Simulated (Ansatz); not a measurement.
# O6P4: the cost of one run

Computed with Ansatz 0.2.0, Gaussian basis. Level: one geometry, several basis sets.

The runs, in order: PBE0-D4/def2-SVP; ωB97M-V/def2-SVP; PBE0-D4/def2-QZVPP; ωB97M-V/def2-QZVPP; the functionals' def2-TZVPP values are taken from earlier runs.

### 1 Structure used throughout

The geometry comes from an earlier relaxation with PBE0-D4 in a triple-zeta def2 set; it is a stationary point, not always the lowest conformer.

SMILES `O1P2OP3OP1OP(O2)O3`, 10 atoms, charge 0, spin multiplicity 1.

Atoms are counted from 1 here; the program's logs count them from 0.

Bond lengths: O1–P2 1.645 Å, O1–P6 1.645 Å, P2–O3 1.645 Å, P2–O9 1.645 Å, O3–P4 1.645 Å, P4–O5 1.645 Å, P4–O10 1.645 Å, O5–P6 1.645 Å, P6–O7 1.645 Å, O7–P8 1.645 Å, P8–O9 1.645 Å, P8–O10 1.645 Å. Angles: P2–O1–P6 126.6°, O1–P2–O3 99.7°, O1–P2–O9 99.7°, O3–P2–O9 99.7°, P2–O3–P4 126.6°, O3–P4–O5 99.7°, O3–P4–O10 99.7°, O5–P4–O10 99.7°, P4–O5–P6 126.6°, O1–P6–O5 99.7°, O1–P6–O7 99.7°, O5–P6–O7 99.7°, P6–O7–P8 126.6°, O7–P8–O9 99.7°, O7–P8–O10 99.7°, O9–P8–O10 99.7°, P2–O9–P8 126.6°, P4–O10–P8 126.6°.

### 2 PBE0-D4 in def2-SVP

in.yaml

```yaml
crystal:
  periodic: [false, false, false]
  atoms:
    - {symbol: O, position_ang: [0.226745, -1.051490, 1.415510]}
    - {symbol: P, position_ang: [1.360263, 0.114972, 1.172328]}
    - {symbol: O, position_ang: [1.722131, -0.174630, -0.405589]}
    - {symbol: P, position_ang: [0.652406, -0.319071, -1.646346]}
    - {symbol: O, position_ang: [-0.378924, -1.422878, -0.996266]}
    - {symbol: P, position_ang: [-1.095264, -1.343863, 0.481994]}
    - {symbol: O, position_ang: [-1.722119, 0.174641, 0.405609]}
    - {symbol: P, position_ang: [-0.917406, 1.547965, -0.007980]}
    - {symbol: O, position_ang: [0.378937, 1.422887, 0.996255]}
    - {symbol: O, position_ang: [-0.226758, 1.051487, -1.415516]}
basis:
  gaussian: {orbitals: def2-SVP}
hamiltonian: {xc: pbe0, dispersion: d4}
output: {orbitals: {seedname: orbitals}}
```

Launch:

```console
$ ansatz run in.yaml --threads 2 --pin off --events-out ev --progress --plain --max-ram 22528MiB --backend cpu
```

What time and memory should one allow on 2 threads of AMD EPYC 7R13, shared host?

About 4.2 s, with a peak of 0.56 GiB.
